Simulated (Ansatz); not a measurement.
# Ta3Sb: further runs on the relaxed cell

The task here is to estimate one member of a computed series from the others.

Computed with Ansatz 0.2.0 (DFT PBEsol, scalar-relativistic, plane waves, PAW, unless a step's input says otherwise).

1 further run of the same task is left out (set aside as unsound or not needed).

## The starting structure

It takes space group Pm-3n (No. 223, cubic). The conventional cell has a = 5.239 Å, b = 5.239 Å, c = 5.239 Å, α = 90.00°, β = 90.00°, γ = 90.00°. Around Ta (site symmetry -4m2) lie 2 Ta at 2.62 Å and 4 Sb at 2.93 Å. Around Sb (site symmetry m-3) lie 12 Ta at 2.93 Å.

Coordinates:

```
Ta Sb
1.0
     5.23918    0.00000    0.00000
     0.00000    5.23918    0.00000
     0.00000    0.00000    5.23918
Ta Sb
6 2
Direct
  0.25000 0.00000 0.50000
  0.50000 0.75000 0.00000
  0.75000 0.00000 0.50000
  0.50000 0.25000 0.00000
  0.00000 0.50000 0.75000
  0.00000 0.50000 0.25000
  0.00000 0.00000 0.00000
  0.50000 0.50000 0.50000
```

It is the result of an earlier relaxation at this level (volume 17.98 Å³/atom; gap on the mesh: none (metal)).

Set-up of the first run:

input.yaml reads:

```yaml
crystal:
  lattice:
    - [5.2391838088, 0.0, 0.0]
    - [0.0, 5.2391838088, 0.0]
    - [0.0, 0.0, 5.2391838088]
  atoms:
    - { symbol: Ta, position: [0.25, 0.0, 0.5] }
    - { symbol: Ta, position: [0.5, 0.75, 0.0] }
    - { symbol: Ta, position: [0.75, 0.0, 0.5] }
    - { symbol: Ta, position: [0.5, 0.25, 0.0] }
    - { symbol: Ta, position: [0.0, 0.5, 0.75] }
    - { symbol: Ta, position: [0.0, 0.5, 0.25] }
    - { symbol: Sb, position: [0.0, 0.0, 0.0] }
    - { symbol: Sb, position: [0.5, 0.5, 0.5] }
basis:
  ecutwfc: 420
kpoints:
  mp_grid: { grid: [8, 8, 8] }
  band_path:
    path:
      - [[0.0, 0.0, 0.0], [0.0, 0.5, 0.0], [0.5, 0.5, 0.0], [0.0, 0.0, 0.0], [0.5, 0.5, 0.5], [0.0, 0.5, 0.0]]
      - [[0.5, 0.5, 0.5], [0.5, 0.5, 0.0]]
    npoints: 14
hamiltonian:
  xc: pbesol
scf:
  occupations: { method: gaussian, width: 0.1 }
  n_extra_bands: 20
output:
  forces: true
  stress: true
  eigenvalues: true
  populations: true
  dos: { projected: true, de: 0.02, nscf_kmesh: { grid: [12, 12, 12] } }
  bader: true
  write_density: true
  write_potential: true
  elf: true
  volumetric_format: npy
```

Started as:

```
> ansatz run input.yaml --threads 2 --pin off --max-ram 5120MiB --backend cpu --events-out ev --progress --plain --runs-dir out
```

Among the steps run: Electronic structure at the relaxed geometry; Point at V/V0 = 0.97; Point at V/V0 = 1.03; The cell scaled to 0.94 of its volume; Point at V/V0 = 1.06.

One of the session's tables, all rows but one given; the rest of the session is left out.

It belongs to the step «Energy against volume». 

| volume (Å³/atom) | energy above the lowest point (meV/atom) | pressure (GPa) |
| --- | --- | --- |
| 16.898 | 45.4 | 14.26 |
| 17.437 | ? | ? |
| 17.976 | 0.0 | 0.00 |
| 18.516 | 9.7 | -5.61 |
| 19.055 | 36.9 | -10.38 |

Estimate the missing values for volume (Å³/atom) = 17.437.

Worked estimate for «energy above the lowest point (meV/atom)». A straight line through the neighbours (16.898, 45.4) and (17.976, 0.0) gives 45.4 + (0.0 − 45.4) × (17.437 − 16.898) / (17.976 − 16.898) = 22.7; a parabola fitted to 3 rows on both sides gives 11.9.

**Answer.** energy above the lowest point (meV/atom): 10.7; pressure (GPa): 6.56. In «energy above the lowest point (meV/atom)» the line misses by +12.0 and the parabola by +1.2.
